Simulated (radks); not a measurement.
# Tc⁴⁺ in [Kr] 4d3: an all-electron calculation

What are the levels of the technetium ion Tc4+, how large are its shells, and how does its energy divide?

Method: scalar-relativistic Kohn-Sham, LDA (Slater exchange, VWN5 correlation), spin-polarised, spherical densities, point nucleus; open shells are filled with parallel spins first. Code: radks (a radial shooting solver on a logarithmic mesh, Libxc functionals) version 1.

### 1 What is computed

* element: technetium (Z = 43)
* charge: +4
* electrons: 39
* configuration: [Kr] 4d3

The outer shells:

Tc⁴⁺
```
[Kr] core
4d [↑ ][↑ ][↑ ][  ][  ]
```

### 2 The calculation

The run's settings:

```text
Z 43
configuration [Kr] 4d3
relativity scalar-relativistic
functional lda,vwn5
spin polarised
nucleus point
c 137.035999084
```

What does the calculation give?

**Answer**, as computed:

| quantity | value |
| --- | --- |
| total energy | -4277.85949 hartree |
| exchange-correlation share of it | 2.86 % |
| −T/E | 1.0323 |
| highest occupied level | 4d up, -50.354 eV |
| most extended occupied level | 4d up, <r> = 1.44 bohr |
| radius at density 0.001 e/bohr³ | 3.02 bohr |
| maxima of the radial density | 4 |
| ionisation energy, NIST | 57 (theory) eV |

What this shows: 4 principal shells are occupied and 4 maxima appear in the radial density. −T/E is 1.032: with relativity the kinetic term as defined here no longer equals −E. The top level binds by 50.354 eV, 88 % of the NIST ionisation energy of 57 eV; the potential of a semilocal functional falls off too fast, so its top eigenvalue is too shallow. Open shells are spherical and high-spin; term and fine-structure splittings are not resolved.
